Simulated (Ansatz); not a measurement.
**HfSi3O8: the band gap up the ladder of functionals**

An exercise on one series of results from a longer session: the logs are not shown, and one member is left open.

The runs shown are made with Ansatz 0.2.0. PAW datasets, plane waves. Values at 0 K without nuclear motion; spin polarisation is off, and the phase may be a hypothetical one.

## Starting point

The cell was relaxed beforehand with r2SCAN.

The symmetry is Pmm2 (No. 25, orthorhombic); a = 3.444 Å, b = 5.815 Å, c = 5.822 Å in the conventional setting, 9.72 Å³ an atom. Near Si stand 4 O at 1.63–1.80 Å; near Si stand 5 O at 1.66–2.03 Å; near O stand 1 Si at 1.63 Å and 1 Hf at 1.89 Å; near O stand 2 Si at 1.66 Å; near O stand 2 Si at 1.80 Å.

Structure file:

Space group Pmm2 (No. 25). a = 3.444 Å, b = 5.815 Å, c = 5.822 Å, α = 90.00°, β = 90.00°, γ = 90.00°
| atom | site | symmetry | x | y | z |
| --- | --- | --- | --- | --- | --- |
| Si | 1c | mm2 | 0.5000 | 0.0000 | 0.5726 |
| Si | 2g | m.. | 0.0000 | 0.7522 | 0.9431 |
| O | 2h | m.. | 0.5000 | 0.7909 | 0.3861 |
| O | 1a | mm2 | 0.0000 | 0.0000 | 0.0834 |
| O | 1a | mm2 | 0.0000 | 0.0000 | 0.6618 |
| O | 2h | m.. | 0.5000 | 0.7627 | 0.8441 |
| Hf | 1d | mm2 | 0.5000 | 0.5000 | 0.5304 |
| O | 1b | mm2 | 0.0000 | 0.5000 | 0.1041 |
| O | 1b | mm2 | 0.0000 | 0.5000 | 0.7009 |

Set-up of the first run:

input.yaml reads:

```yaml
crystal:
  lattice:
    - [3.4443547281, 0.0, 0.0]
    - [0.0, 5.814993982, 0.0]
    - [0.0, 0.0, 5.8223231925]
  atoms:
    - { symbol: Si, position: [0.5, 0.0, 0.5726417265] }
    - { symbol: Si, position: [0.0, 0.7522049473, -0.0568846915] }
    - { symbol: O, position: [0.5, 0.7909183911, 0.3861442451] }
    - { symbol: O, position: [0.0, 0.0, 0.0833717753] }
    - { symbol: O, position: [0.0, 0.0, 0.6618062596] }
    - { symbol: O, position: [0.5, 0.7626621065, 0.8441348258] }
    - { symbol: Hf, position: [0.5, 0.5, 0.530428807] }
    - { symbol: Si, position: [0.0, 0.2477950527, -0.0568846915] }
    - { symbol: O, position: [0.5, 0.2090816089, 0.3861442451] }
    - { symbol: O, position: [0.0, 0.5, 0.1040660737] }
    - { symbol: O, position: [0.0, 0.5, 0.7008965991] }
    - { symbol: O, position: [0.5, 0.2373378935, 0.8441348258] }
kpoints:
  mp_grid: { grid: [8, 4, 4] }
  band_path:
    path:
      - [[0.0, 0.0, 0.0], [0.5, 0.0, 0.0], [0.5, 0.5, 0.0], [0.0, 0.5, 0.0], [0.0, 0.0, 0.0], [0.0, 0.0, 0.5], [0.5, 0.0, 0.5], [0.5, 0.5, 0.5], [0.0, 0.5, 0.5], [0.0, 0.0, 0.5]]
      - [[0.5, 0.0, 0.0], [0.5, 0.0, 0.5]]
      - [[0.0, 0.5, 0.0], [0.0, 0.5, 0.5]]
      - [[0.5, 0.5, 0.0], [0.5, 0.5, 0.5]]
    npoints: 10
hamiltonian:
  xc: pbe
scf:
  occupations: { method: fermi_dirac, width: 0.02 }
  n_extra_bands: 7
output:
  forces: true
  stress: true
  eigenvalues: true
  write_density: true
  write_potential: true
  elf: true
  volumetric_format: npy
```

Steps of the session up to this table: Band structure with PBE; Single point with r2SCAN; HSE06 at the same geometry; PBE+SOC at the same geometry; PBE0 at the same geometry.

One table of the session follows, with a row left open; its other results are not shown here.

```
  level  gap (eV)
    PBE      3.93
 r2SCAN         ?
  HSE06      5.68
PBE+SOC      3.93
   PBE0      6.43
```

Estimate the missing values for r2SCAN.

**Answer.** gap (eV): 4.67. In the column «gap (eV)» it lies between PBE+SOC (3.93) and HSE06 (5.68).

Meshes: PBE 8×4×4, r2SCAN 8×4×4, HSE06 4×4×4, PBE+SOC 8×4×4, PBE0 4×4×4

In words: PBE+SOC gives the least gap, 3.93 eV, and PBE0 the largest, 6.43 eV. PBE reaches 69 % of the HSE06 value, and r2SCAN 82 %. PBE0 lies 0.75 eV above HSE06, which differs from it by screening the long-range exchange.

Caveats from the session: Warnings in the runs' records: stress scf threshold loose, stress exchange threshold loose.
